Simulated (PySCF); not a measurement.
# CH4AlFO (SMILES C[O][AlH][F]): levels of theory compared

Aim: a comparison of 4 runs (HF/3-21G, HF/def2-SVP, B2PLYP/STO-3G, B3LYP/6-31G*) of CH4AlFO. The job is set up through a Python script.

The calculation is run with PySCF 2.14.0.

1 further run of the same task is left out (set aside as unsound or not needed).

## Step 1: Starting point

CH4AlFO has 8 atoms, charge 0, and is taken as a singlet. As SMILES, `C[O][AlH][F]`. The shape is that of a PBE0-D4/def2-TZVP optimisation. This is one conformer, not always the lowest.

Bond lengths: C1–O2 1.399 Å, O2–Al3 1.670 Å, Al3–F4 1.649 Å, C1–H5 1.094 Å, C1–H6 1.096 Å, C1–H7 1.094 Å, Al3–H8 1.562 Å. Angles: C1–O2–Al3 138.4°, O2–Al3–F4 119.9°, O2–C1–H5 109.9°, O2–C1–H6 112.4°, O2–C1–H7 109.9°, O2–Al3–H8 120.2°, F4–Al3–H8 119.9°, H5–C1–H6 108.3°, H5–C1–H7 108.0°, H6–C1–H7 108.3°.

## Step 2: Energy and gradient at HF/3-21G (run 1)

File calc.py:

```python
import pyscf.grad
from pyscf import gto

molecule = gto.M(
    atom='''
C      0.565406     2.362347    -0.070676
O      0.255491     0.010582     1.094907
Al    -0.594697    -2.923406     0.299711
F     -1.350965    -3.576118    -2.651853
H      2.515414     3.011468     0.159871
H      0.136816     2.302253    -2.095328
H     -0.679546     3.756776     0.813905
H     -0.673687    -5.051805     2.344205
''',
    basis='3-21g',
    verbose=4,
    unit='bohr',
    max_memory=1860,
)

calc0 = molecule.RHF()
calc0.conv_tol = 1e-10
calc0.kernel()
if not calc0.converged:
    calc0 = calc0.newton().run(calc0.mo_coeff, calc0.mo_occ)

energy = calc0.e_tot
print(f'total energy: {energy:.8f} hartree')
grad = calc0.Gradients().kernel()
dip = calc0.dip_moment()
pop, q = calc0.mulliken_pop()
```

On the command line:

```sh
$ OMP_NUM_THREADS=1 python calc.py
```

What it wrote:

```text
PySCF version 2.14.0

[... 62 lines left out ...]
converged SCF energy = -454.035506629701
total energy: -454.03550663 hartree
[... 11 lines left out ...]
Dipole moment(X, Y, Z, Debye):  0.30309,  1.11246,  0.22907
[... 18 lines left out ...]
pop of  1 O 3pz           1.02100
pop of  2 Al 1s           1.99871
pop of  2 Al 2s           1.97862
pop of  2 Al 3s           0.53132
pop of  2 Al 4s           0.15827
pop of  2 Al 2px          1.95710
pop of  2 Al 2py          1.96407
pop of  2 Al 2pz          1.96381
pop of  2 Al 3px          0.17280
pop of  2 Al 3py          0.35124
pop of  2 Al 3pz          0.32981
pop of  2 Al 4px          0.07284
pop of  2 Al 4py          0.06602
pop of  2 Al 4pz          0.05772
pop of  3 F 1s            1.98436
pop of  3 F 2s            0.43456
pop of  3 F 3s            1.54392
pop of  3 F 2px           0.84034
pop of  3 F 2py           0.84027
pop of  3 F 2pz           0.78473
pop of  3 F 3px           1.07127
pop of  3 F 3py           1.06110
pop of  3 F 3pz           1.00314
pop of  4 H 1s            0.48335
pop of  4 H 2s            0.32894
pop of  5 H 1s            0.48590
pop of  5 H 2s            0.34488
pop of  6 H 1s            0.48337
pop of  6 H 2s            0.32897
pop of  7 H 1s            0.40043
pop of  7 H 2s            0.87947
 ** Mulliken atomic charges  **
charge of    0C =     -0.18692
charge of    1O =     -0.91177
charge of    2Al =      1.39769
charge of    3F =     -0.56370
charge of    4H =      0.18771
charge of    5H =      0.16922
charge of    6H =      0.18766
charge of    7H =     -0.27990
```

It took 3.3 s on 1 thread of Intel Xeon at 2.50GHz (Skylake/Cascade Lake), shared host; peak memory 0.12 GiB.

## Step 3: Energy and gradient at HF/def2-SVP (run 2)

File input.py:

```python
from pyscf import gto

mol = gto.M(
    atom='''
C      0.299200     1.250100    -0.037400
O      0.135200     0.005600     0.579400
Al    -0.314700    -1.547000     0.158600
F     -0.714900    -1.892400    -1.403300
H      1.331100     1.593600     0.084600
H      0.072400     1.218300    -1.108800
H     -0.359600     1.988000     0.430700
H     -0.356500    -2.673300     1.240500
''',
    max_memory=1860,
    basis='def2-svp',
    verbose=3,
)

hf = mol.RHF()
hf.conv_tol = 1e-10
hf.kernel()
if not hf.converged:
    hf = hf.newton().run(hf.mo_coeff, hf.mo_occ)

e_final = hf.e_tot
print('Final energy', e_final)
grad = hf.nuc_grad_method().kernel()
hf.analyze()
```

On the command line:

```sh
$ OMP_NUM_THREADS=1 python input.py
```

What it wrote:

```text
converged SCF energy = -456.285658814268
[... 12 lines left out ...]
MO #3   energy= -20.5352965267293  occ= 2
[... 6 lines left out ...]
MO #10  energy= -1.31460912210341  occ= 2
[... 6 lines left out ...]
MO #17  energy= -0.610176292853893 occ= 2
[... 6 lines left out ...]
MO #24  energy= 0.195539319507989  occ= 0
[... 6 lines left out ...]
MO #31  energy= 0.521185983515701  occ= 0
[... 6 lines left out ...]
MO #38  energy= 0.804089543295486  occ= 0
[... 6 lines left out ...]
MO #45  energy= 1.1502103430389    occ= 0
[... 6 lines left out ...]
MO #52  energy= 1.64273052401924   occ= 0
[... 6 lines left out ...]
MO #59  energy= 2.02769291041651   occ= 0
[... 6 lines left out ...]
MO #66  energy= 2.6327458777889    occ= 0
[... 6 lines left out ...]
MO #73  energy= 3.40882209339682   occ= 0
[... 6 lines left out ...]
MO #80  energy= 3.93545780877223   occ= 0
[... 9 lines left out ...]
Dipole moment(X, Y, Z, Debye):  0.33037,  1.11944,  0.35255
```

It took 15 s on 1 thread of Intel Xeon at 2.50GHz (Skylake/Cascade Lake), shared host; peak memory 0.16 GiB.

## Step 4: A single-point energy at B2PLYP/STO-3G (run 3)

File calc.py:

```python
from pyscf import gto, dft, mp

molecule = gto.M(
    atom='''
C      0.565406     2.362347    -0.070676
O      0.255491     0.010582     1.094907
Al    -0.594697    -2.923406     0.299711
F     -1.350965    -3.576118    -2.651853
H      2.515414     3.011468     0.159871
H      0.136816     2.302253    -2.095328
H     -0.679546     3.756776     0.813905
H     -0.673687    -5.051805     2.344205
''',
    spin=0,
    unit='bohr',
    verbose=4,
    basis='sto-3g',
    max_memory=1860,
)

myscf = dft.RKS(molecule, xc='0.53*HF + 0.47*B88, 0.73*LYP')
myscf.conv_tol = 1e-10
myscf.grids.level = 5
myscf.kernel()
if not myscf.converged:
    myscf = myscf.newton().run(myscf.mo_coeff, myscf.mo_occ)

pt = mp.MP2(myscf, frozen=8).run()
e_tot = myscf.e_tot + 0.27 * pt.e_corr
print('PT2 part  %.8f' % (0.27 * pt.e_corr))
print('E(%s) = %.9f' % ('B2PLYP', e_tot))
myscf.analyze()
```

On the command line:

```sh
$ OMP_NUM_THREADS=1 python calc.py
```

What it wrote:

```text
PySCF version 2.14.0

[... 91 lines left out ...]
Nuclear Repulsion Energy =             158.597419021730587
[... 3 lines left out ...]
DFT Exchange-Correlation Energy =      -44.637741885266593
[... 5 lines left out ...]
MO #4   energy= -10.4780212828748  occ= 2
[... 3 lines left out ...]
MO #8   energy= -2.65951102220004  occ= 2
[... 3 lines left out ...]
MO #12  energy= -0.470291613125332 occ= 2
[... 3 lines left out ...]
MO #16  energy= -0.297384929265902 occ= 2
[... 3 lines left out ...]
MO #20  energy= -0.196551003233977 occ= 2
[... 3 lines left out ...]
MO #24  energy= 0.544738635429067  occ= 0
[... 3 lines left out ...]
MO #28  energy= 0.680084404146504  occ= 0
 ** Mulliken pop on meta-lowdin orthogonal AOs  **
 ** Mulliken pop  **
pop of  0 C 1s            1.99971
pop of  0 C 2s            1.03049
pop of  0 C 2px           1.06083
pop of  0 C 2py           0.92271
pop of  0 C 2pz           1.01685
pop of  1 O 1s            1.99988
pop of  1 O 2s            1.63869
pop of  1 O 2px           1.78364
pop of  1 O 2py           1.18772
pop of  1 O 2pz           1.71446
pop of  2 Al 1s           2.00000
pop of  2 Al 2s           1.99998
pop of  2 Al 3s           0.90158
pop of  2 Al 2px          1.99843
pop of  2 Al 2py          1.99810
pop of  2 Al 2pz          1.99823
pop of  2 Al 3px          0.30395
pop of  2 Al 3py          0.53629
pop of  2 Al 3pz          0.52762
pop of  3 F 1s            1.99996
pop of  3 F 2s            1.89133
pop of  3 F 2px           1.85506
pop of  3 F 2py           1.92014
pop of  3 F 2pz           1.58801
pop of  4 H 1s            0.97045
pop of  5 H 1s            0.97886
pop of  6 H 1s            0.97047
pop of  7 H 1s            1.20658
 ** Mulliken atomic charges  **
charge of    0C =     -0.03059
charge of    1O =     -0.32439
charge of    2Al =      0.73583
charge of    3F =     -0.25450
charge of    4H =      0.02955
charge of    5H =      0.02114
charge of    6H =      0.02953
charge of    7H =     -0.20658
Dipole moment(X, Y, Z, Debye):  0.02243,  0.20842, -0.11649
```

Run time: 14 s. Hardware: 1 thread of Intel Xeon at 2.50GHz (Skylake/Cascade Lake), shared host; peak memory 0.24 GiB.

## Step 5: Energy and forces at B3LYP/6-31G(d) (spherical functions) (run 4)

File job.py:

```python
from pyscf import gto, dft

mol = gto.M(
    atom=[
    ('C', (0.299200, 1.250100, -0.037400)),
    ('O', (0.135200, 0.005600, 0.579400)),
    ('Al', (-0.314700, -1.547000, 0.158600)),
    ('F', (-0.714900, -1.892400, -1.403300)),
    ('H', (1.331100, 1.593600, 0.084600)),
    ('H', (0.072400, 1.218300, -1.108800)),
    ('H', (-0.359600, 1.988000, 0.430700)),
    ('H', (-0.356500, -2.673300, 1.240500)),
],
    basis='6-31g*',
    max_memory=1860,
    verbose=4,
)

calc0 = dft.RKS(mol, xc='b3lyp')
calc0.grids.level = 5
calc0.conv_tol = 1e-10
calc0.kernel()
if not calc0.converged:
    calc0 = calc0.newton().run(calc0.mo_coeff, calc0.mo_occ)

e_final = calc0.e_tot
print(f'total energy: {e_final:.8f} hartree')
grad = calc0.nuc_grad_method().kernel()
calc0.analyze()
```

On the command line:

```sh
$ OMP_NUM_THREADS=1 python job.py
```

What it wrote:

```text
PySCF version 2.14.0

[... 94 lines left out ...]
Two-electron Energy =                  333.493729590892826
[... 8 lines left out ...]
MO #5   energy= -4.14852012137277  occ= 2
[... 6 lines left out ...]
MO #12  energy= -0.490381348504562 occ= 2
[... 6 lines left out ...]
MO #19  energy= -0.298350366008661 occ= 2
[... 6 lines left out ...]
MO #26  energy= 0.170024295721467  occ= 0
[... 6 lines left out ...]
MO #33  energy= 0.472626032066113  occ= 0
[... 6 lines left out ...]
MO #40  energy= 0.829022423570642  occ= 0
[... 6 lines left out ...]
MO #47  energy= 1.13046827519946   occ= 0
[... 6 lines left out ...]
MO #54  energy= 1.68222714678219   occ= 0
[... 6 lines left out ...]
MO #61  energy= 2.08807083979966   occ= 0
[... 6 lines left out ...]
MO #68  energy= 2.82293047074664   occ= 0
[... 40 lines left out ...]
pop of  2 Al 4px          0.00205
pop of  2 Al 4py          0.01067
pop of  2 Al 4pz          0.01544
pop of  2 Al 3dxy         0.00653
pop of  2 Al 3dyz         0.01391
pop of  2 Al 3dz^2        0.00502
pop of  2 Al 3dxz         0.00660
pop of  2 Al 3dx2-y2      0.00467
pop of  3 F 1s            1.99997
pop of  3 F 2s            1.83446
pop of  3 F 3s            0.00193
pop of  3 F 2px           1.88278
pop of  3 F 2py           1.90135
pop of  3 F 2pz           1.86268
pop of  3 F 3px           0.00061
pop of  3 F 3py           0.00057
pop of  3 F 3pz           0.00125
pop of  3 F 3dxy          0.00019
pop of  3 F 3dyz          0.00180
pop of  3 F 3dz^2         0.00370
pop of  3 F 3dxz          0.00209
pop of  3 F 3dx2-y2       0.00021
pop of  4 H 1s            0.89000
pop of  4 H 2s            0.00799
pop of  5 H 1s            0.90005
pop of  5 H 2s            0.00763
pop of  6 H 1s            0.89002
pop of  6 H 2s            0.00799
pop of  7 H 1s            1.13673
pop of  7 H 2s            0.00194
 ** Mulliken atomic charges  **
charge of    0C =     -0.07209
charge of    1O =     -0.60263
charge of    2Al =      1.01067
charge of    3F =     -0.49359
charge of    4H =      0.10201
charge of    5H =      0.09231
charge of    6H =      0.10199
charge of    7H =     -0.13867
Dipole moment(X, Y, Z, Debye):  0.30397,  1.09112,  0.25233
```

Wall time 42 s (1 thread of Intel Xeon at 2.50GHz (Skylake/Cascade Lake), shared host); peak memory 0.68 GiB.

## Step 6: Overview of the runs

| run | level | task | frozen core orbitals | energy (Eh) | dipole moment (D) | HOMO energy (eV) | LUMO energy (eV) | wall time |
| --- | --- | --- | --- | --- | --- | --- | --- | --- |
| 1 | HF/3-21G | gradient | – | -454.035507 | 1.18 | -11.85 | 2.42 | 3.3 s |
| 2 | HF/def2-SVP | gradient | – | -456.285659 | 1.22 | -12.34 | 2.51 | 15 s |
| 3 | B2PLYP/STO-3G | energy | 8 | -451.752798 | 0.24 | -5.35 | 7.21 | 14 s |
| 4 | B3LYP/6-31G* (spherical functions) | gradient | – | -458.113087 | 1.16 | -7.96 | -0.42 | 42 s |

## Step 7: Results

| quantity | value |
| --- | --- |
| run 4: total energy | -458.11309 Eh |
| run 4: dipole moment | 1.16 D |
| run 4: HOMO energy | -7.96 eV |
| run 4: LUMO energy | -0.42 eV |
| run 4: HOMO–LUMO gap | 7.54 eV |
| run 4: largest force on an atom | 0.467 eV/Å |

The dipole moment (its size) runs from 0.24 D (B2PLYP/STO-3G) to 1.22 D (HF/def2-SVP). The two ends differ in method and basis. A double hybrid's value is that of its SCF part. The HOMO–LUMO gap runs from 7.54 eV (B3LYP/6-31G*) to 14.84 eV (HF/def2-SVP). Totals of different functionals can't be ranked against each other. In run 3 the basis is minimal, so the values are rough. All runs together took 75 s, the longest 42 s.
